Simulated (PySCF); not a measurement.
**A diatomic session: LiSe+**

One table from this session's results is given with a row withheld; the runs are named, their logs left out.

The runs use PySCF 2.14.0; Li aug-pcseg-1, Se aug-pcseg-1, no relativity.

The first run:

Settings of the job:

```yaml
atoms: Li, Se
charge: 1
basis: Li aug-pcseg-1, Se aug-pcseg-1
Hamiltonian: no relativity
basis_functions: 49
electrons_treated: 36
masses_in_u: 7.0160, 79.9165
levels: PBE0, PBE, r²SCAN, B2PLYP, BP86, BLYP, HF, MP2, SCS-MP2, CCSD, CCSD(T)
grid: 80 radial by 434 angular points
occupations: held fixed by the projection of orbital angular momentum
dissociation_limit: Li+ + Se, each in its ground configuration
starting_distance_in_angstrom: 2.500
values_of_2S_to_try: 0, 2
```

On the command line:

```sh
OMP_NUM_THREADS=1 python dia.py task.json out
```

Among the steps run: The job; The PBE0 curve of the state that the search chose; Higher solutions at PBE0; PBE (GGA); r²SCAN (meta-GGA); B2PLYP; BP86 (GGA); BLYP; UHF (mean field); Adding correlation.

One table of the session follows, with a row left open; its other results are not shown here.

Energy (eV) from each level's lowest point:

```
R (Å)    UHF  UHF-MP2  UHF-SCS-MP2  UHF-CCSD  UHF-CCSD(T)
2.252  0.302    0.306        0.307       n/a          n/a
2.356  0.143    0.148        0.149     0.151        0.152
2.461      ?        ?            ?         ?            ?
2.539  0.015    0.018        0.018     0.019        0.020
2.618  0.000    0.001        0.001     0.002        0.002
2.696  0.001    0.000        0.000     0.000        0.000
2.801  0.019    0.017        0.017     0.016        0.016
2.932  0.062    0.058        0.057     0.057        0.056
3.089  0.129    0.122        0.122     0.122        0.121
3.299  0.226    0.218        0.218       n/a          n/a
```

Estimate the missing values for R (Å) = 2.461.

Worked estimate for «UHF». A straight line through the neighbours (2.356, 0.143) and (2.539, 0.015) gives 0.143 + (0.015 − 0.143) × (2.461 − 2.356) / (2.539 − 2.356) = 0.070; a parabola fitted to 4 rows on both sides gives 0.048.

The run gave: UHF: 0.052; UHF-MP2: 0.055; UHF-SCS-MP2: 0.056; UHF-CCSD: 0.057; UHF-CCSD(T): 0.058. In «UHF» the line misses by +0.018 and the parabola by -0.004.
